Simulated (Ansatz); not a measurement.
# CH6ClNSi: the cost of one run

Program: Ansatz 0.2.0. Level of theory: RKS PBE0/def2-SVP. These are calculated values, not measurements.

**1. The system as given**

Bond lengths: Si1–N2 2.121 Å, Si1–C3 1.846 Å, Si1–H5 1.455 Å, Si1–Cl6 2.024 Å, N2–H7 1.013 Å, N2–H8 1.014 Å, C3–H9 1.085 Å, C3–H10 1.084 Å. Angles: Si1–N2–H7 116.5°, Si1–N2–H8 115.2°, H7–N2–H8 106.5°, N2–Si1–C3 77.6°, N2–Si1–H5 106.7°, N2–Si1–Cl6 104.8°, C3–Si1–H5 132.0°, C3–Si1–Cl6 118.4°, H5–Si1–Cl6 106.8°, Si1–C3–H9 117.3°, Si1–C3–H10 116.4°, H9–C3–H10 108.6°.

As a file:

```xyz
10

Si   -0.6755    0.1085    0.7421
N     1.3189    0.3417    0.0602
C    -0.7155   -0.7387   -0.8979
H     0.6055   -0.2917   -0.9015
H    -0.5959   -0.4052    2.1010
Cl   -1.4029    1.9926    0.8712
H     2.0385   -0.1297    0.5956
H     1.6268    1.3010   -0.0541
H    -1.4128   -0.3579   -1.6371
H    -0.7871   -1.8204   -0.8795
```

**2. Pulling towards end A**

Springs on the bonds that form and break draw the guess towards this end; the thresholds are loose.

File input.yaml:

```yaml
crystal:
  periodic: [false, false, false]
  atoms:
    - { symbol: Si, position_ang: [-0.6755, 0.1085, 0.7421] }
    - { symbol: "N", position_ang: [1.3189, 0.3417, 0.0602] }
    - { symbol: C, position_ang: [-0.7155, -0.7387, -0.8979] }
    - { symbol: H, position_ang: [0.6055, -0.2917, -0.9015] }
    - { symbol: H, position_ang: [-0.5959, -0.4052, 2.101] }
    - { symbol: Cl, position_ang: [-1.4029, 1.9926, 0.8712] }
    - { symbol: H, position_ang: [2.0385, -0.1297, 0.5956] }
    - { symbol: H, position_ang: [1.6268, 1.301, -0.0541] }
    - { symbol: H, position_ang: [-1.4128, -0.3579, -1.6371] }
    - { symbol: H, position_ang: [-0.7871, -1.8204, -0.8795] }
basis:
  gaussian: { orbitals: def2-SVP }
hamiltonian:
  xc: pbe0
relax:
  f_tol: 0.15
  max_steps: 25
  restrain:
    - { distance: [3, 1], at: 2.32, k: 30.0 }
    - { distance: [0, 1], at: 1.82, k: 30.0 }
    - { distance: [3, 2], at: 1.07, k: 30.0 }
```

On the command line:

```console
> ansatz run input.yaml --threads 2 --pin off --max-ram 3072MiB --backend cpu --events-out ev --progress --plain --runs-dir out
```

**Question.** How long does this run take on 2 threads of Arm Neoverse V2, shared host, and how much memory does it need?

About 28 s, with a peak of 0.19 GiB.
